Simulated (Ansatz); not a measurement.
# C2H4AlFS: the cost of one run

All numbers below are computed with Ansatz 0.2.0 (RKS B3LYP-D4/6-31G).

### 1 Starting point

Bond lengths: F1–C2 1.372 Å, C2–Al3 1.981 Å, C2–C4 1.444 Å, C4–S5 1.459 Å, C2–H6 1.127 Å, Al3–H7 1.646 Å, Al3–H8 1.543 Å, C4–H9 1.147 Å. Angles: F1–C2–Al3 105.7°, F1–C2–C4 114.1°, F1–C2–H6 109.1°, Al3–C2–C4 111.5°, Al3–C2–H6 108.5°, C4–C2–H6 107.8°, C2–Al3–H7 117.4°, C2–Al3–H8 120.0°, H7–Al3–H8 113.7°, C2–C4–S5 122.4°, C2–C4–H9 123.3°, S5–C4–H9 114.1°.

Structure file:

```xyz
9

F    -0.1121    0.0255   -1.7281
C     0.1543    0.4168   -0.4404
Al    0.8976   -1.1813    0.4635
C    -0.9909    0.9391    0.2665
S    -1.7012    2.1361   -0.1723
H     0.9454    1.2194   -0.4541
H     2.4065   -1.6675    0.0211
H    -0.0350   -2.3424    0.8670
H    -1.4760    0.4080    1.1596
```

### 2 End point A

input.yaml

```yaml
crystal:
  periodic: [false, false, false]
  atoms:
    - { symbol: F, position_ang: [-0.1121, 0.0255, -1.7281] }
    - { symbol: C, position_ang: [0.1543, 0.4168, -0.4404] }
    - { symbol: Al, position_ang: [0.8976, -1.1813, 0.4635] }
    - { symbol: C, position_ang: [-0.9909, 0.9391, 0.2665] }
    - { symbol: S, position_ang: [-1.7012, 2.1361, -0.1723] }
    - { symbol: H, position_ang: [0.9454, 1.2194, -0.4541] }
    - { symbol: H, position_ang: [2.4065, -1.6675, 0.0211] }
    - { symbol: H, position_ang: [-0.035, -2.3424, 0.867] }
    - { symbol: H, position_ang: [-1.476, 0.408, 1.1596] }
basis:
  gaussian: { orbitals: "6-31G" }
hamiltonian:
  xc: b3lyp
  dispersion: d4
relax:
  f_tol: 0.015
  max_steps: 40
output:
  orbitals: {}
```

On the command line:

```bash
ansatz run input.yaml --threads 1 --pin off --max-ram 2048MiB --backend cpu --events-out ev --progress --plain --runs-dir out
```

What time and memory should one allow on 1 thread of AMD EPYC 9R45 (Zen 5), shared host?

About 29 s, with a peak of 0.18 GiB.
